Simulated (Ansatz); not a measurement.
**BGeH₅ (singlet): the correlation ladder, cc-pVDZ**

An exercise on one series of results from a longer session: the logs are not shown, and one member is left open.

Method: cc-pVDZ, core rule «outside noble gas», up to 15 orbitals frozen; program: Ansatz 0.2.0, Gaussian basis.

To be run: UHF; CCSD(T) on RHF; BCCD(T) on RHF; CISD; CCSDT(Q) on RHF; CASSCF and MRCISD+Q, 8 electrons in 8 orbitals; CASSCF and NEVPT2, 8 electrons in 8 orbitals.

16 further runs of the same task are left out: 5 that didn't finish, 11 set aside as unsound or not needed.

## What is computed

The geometry is a PBE0/def2-TZVP stationary point (not a proven minimum). No spin-orbit coupling is included. The filled d shell of Ge may be among the frozen orbitals whatever the setting's name suggests; the logs give the count.

7 atoms, charge 0, spin multiplicity 1.

Atoms are counted from 1 here; the program's logs count them from 0.

Bond lengths: Ge1–B2 2.058 Å, Ge1–H3 1.538 Å, Ge1–H4 1.542 Å, Ge1–H5 1.542 Å, B2–H6 1.194 Å, B2–H7 1.195 Å. Angles: B2–Ge1–H3 114.7°, B2–Ge1–H4 109.7°, B2–Ge1–H5 109.7°, H3–Ge1–H4 107.9°, H3–Ge1–H5 107.9°, H4–Ge1–H5 106.6°, Ge1–B2–H6 122.4°, Ge1–B2–H7 119.3°, H6–B2–H7 118.3°.

As a file:

```mol
BGeH5
  3D, bonds by distance, orders not assigned

  7  6  0  0  0  0  0  0  0  0999 V2000
    0.0000    0.0008    0.2930 Ge  0  0
    0.0000    0.0075   -1.7645 B   0  0
    0.0000    1.3963    0.9398 H   0  0
    1.2362   -0.7617    0.8114 H   0  0
   -1.2362   -0.7617    0.8114 H   0  0
    0.0000    1.0179   -2.4011 H   0  0
    0.0000   -1.0325   -2.3529 H   0  0
  1  2  8  0
  1  3  8  0
  1  4  8  0
  1  5  8  0
  2  6  8  0
  2  7  8  0
M  END
```

Set-up of the first run:

in.yaml

```yaml
crystal:
  periodic: [false, false, false]
  atoms:
    - {symbol: Ge, position_ang: [0.000000, 0.000848, 0.293017]}
    - {symbol: B, position_ang: [0.000000, 0.007511, -1.764478]}
    - {symbol: H, position_ang: [0.000000, 1.396299, 0.939761]}
    - {symbol: H, position_ang: [1.236205, -0.761722, 0.811362]}
    - {symbol: H, position_ang: [-1.236205, -0.761722, 0.811362]}
    - {symbol: H, position_ang: [0.000000, 1.017939, -2.401105]}
    - {symbol: H, position_ang: [0.000000, -1.032484, -2.352939]}
basis:
  gaussian: {orbitals: cc-pVDZ}
magnetization: {spin_polarized: true, initial_magnetization: 0}
hamiltonian: {xc: hf}
output: {orbitals: {seedname: orbitals}}
```

Launch:

```sh
$ ansatz run in.yaml --threads 1 --pin off --events-out ev --progress --plain --max-ram 2393MiB
```

Among the steps run: UHF; CCSD(T) on RHF; BCCD(T) on RHF; CISD; CCSDT(Q) on RHF; CASSCF and MRCISD+Q, 8 electrons in 8 orbitals; CASSCF and NEVPT2, 8 electrons in 8 orbitals.

One table of the session follows, with a row left open; its other results are not shown here.

```
           method  from RCCSDT(Q) (kJ/mol)
              RHF                   +619.6
             RMP2                   +132.9
             CISD                    +65.1
            RCCSD                    +15.8
         RCCSD(T)                     +3.0
          BCCD(T)                     +3.0
           RCCSDT                     +0.5
        RCCSDT(Q)                        0
  CASSCF frontier                   +473.9
  NEVPT2 frontier                        ?
  MRCISD frontier                    +38.7
MRCISD+Q frontier                     +2.5
```

Q: Estimate the row for NEVPT2 frontier from the others.

**Answer.** from RCCSDT(Q) (kJ/mol): +122.1. In the column «from RCCSDT(Q) (kJ/mol)» it lies between CISD (+65.1) and RMP2 (+132.9).

With the free atoms at the same levels and basis (separate runs), the atomisation energy is 18.623 eV at RCCSDT(Q), 18.610 eV at RCCSD(T), 15.387 eV at RHF.
